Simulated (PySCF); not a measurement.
# C7H14N2: the cost of one run

Computed with PySCF 2.14.0 and routines of our own; the level stands in each step. Atoms count from 0.

## (1) The system as given

23 atoms, charge 0, multiplicity 1; geometry from: GFN2-xTB.

## (2) Vibronic structure: TDA PBE0/6-31G*

What the job is given:

```
{"job": {"kind": "vib", "xc": "PBE0", "basis": "6-31G*", "tda": true}, "charge": 0, "multiplicity": 1}
C     -4.453752     0.968158    -0.300981
C     -3.470268     0.215060     0.186669
C     -2.314621    -0.173514    -0.571294
N     -1.395899    -0.877080    -0.031440
N     -0.359069    -1.303169    -0.740058
C      0.814328    -1.706689    -0.008948
C      1.655688    -0.531395     0.507805
C      2.245480     0.319219    -0.615262
C      3.164912     1.404557    -0.068948
H     -4.436855     1.328105    -1.317040
H     -5.305319     1.249523     0.293033
H     -3.493968    -0.142383     1.206382
H     -2.253111     0.151575    -1.618622
H     -0.204349    -0.891720    -1.662478
H      0.465862    -2.299488     0.839602
H      1.416907    -2.341398    -0.664701
H      2.465423    -0.931390     1.120942
H      1.025143     0.092264     1.144969
H      1.438536     0.790502    -1.181493
H      2.806302    -0.321865    -1.300621
H      3.996711     0.961750     0.474692
H      3.566802     2.009891    -0.878040
H      2.620364     2.056474     0.610525
```

With the program's defaults for keys left out, this is: TDA PBE0/6-31G* vertical-gradient vibronic structure (displaced harmonic oscillators, Condon), gas phase.

Launch:

```bash
> OMP_NUM_THREADS=1 python excited_run.py task.json out
```

The driver reads the jobs from task.json and runs them one after another.

**Question.** How long does this first job take on 1 thread of Arm Neoverse V1, shared host, and how much memory does it need?

About 37 s, with a peak of 0.89 GiB.
